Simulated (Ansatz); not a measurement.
# CsC: the cost of one run

Program: Ansatz 0.2.0. Level of theory: DFT PBE, scalar-relativistic, plane waves, PAW. These are calculated values, not measurements.

1 further run of the same task is left out (it didn't finish).

## Step 1: Starting point

The structure is orthorhombic, space group Cmmm (No. 65). Conventional cell: a = 4.005 Å, b = 5.724 Å, c = 5.609 Å, α = 90.00°, β = 90.00°, γ = 90.00°. Cs (site symmetry mmm) is surrounded by 4 C at 3.45 Å and 4 Cs at 3.49 Å. C (site symmetry mmm) has 4 Cs at 3.45 Å and 4 C at 3.49 Å as nearest neighbours.

Structure file:

```cif
data_structure
_symmetry_space_group_name_H-M 'Cmmm'
_symmetry_Int_Tables_number 65
_cell_length_a 4.0049
_cell_length_b 5.7241
_cell_length_c 5.6092
_cell_angle_alpha 90.000
_cell_angle_beta 90.000
_cell_angle_gamma 90.000
_cell_volume 128.59
loop_
_atom_site_label
_atom_site_type_symbol
_atom_site_symmetry_multiplicity
_atom_site_Wyckoff_symbol
_atom_site_fract_x
_atom_site_fract_y
_atom_site_fract_z
_atom_site_occupancy
Cs1 Cs 2 a 0.00000 0.00000 0.00000 1
C1 C 2 c 0.50000 0.00000 0.50000 1
```

A structure generator made this guess: species swapped into a database cell of TaW (Cmmm, No. 65), with Cs on the Ta sites and C on the W sites. Its size is a rough estimate.

## Step 2: Probe: one point on a coarse mesh

Contents of input.yaml:

```yaml
crystal:
  lattice:
    - [2.00245847, -2.86205322, 0.0]
    - [2.00245847, 2.86205322, 0.0]
    - [0.0, 0.0, 5.60916369]
  atoms:
    - { symbol: Cs, position: [0.0, 0.0, 0.0] }
    - { symbol: C, position: [0.5, 0.5, 0.5] }
basis:
  ecutwfc: 420
kpoints:
  mp_grid: { grid: [6, 6, 4] }
hamiltonian:
  xc: pbe
scf:
  occupations: { method: gaussian, width: 0.1 }
  lower_state_search: "off"
output:
  forces: true
  stress: true
  eigenvalues: true
```

Command:

```console
$ ansatz run input.yaml --threads 1 --pin off --max-ram 2048MiB --backend cpu --events-out ev --progress --plain --runs-dir out
```

Q: Estimate wall time and peak memory on 1 thread of Arm Neoverse V1, shared host.

About 2 s, with a peak of 0.32 GiB.
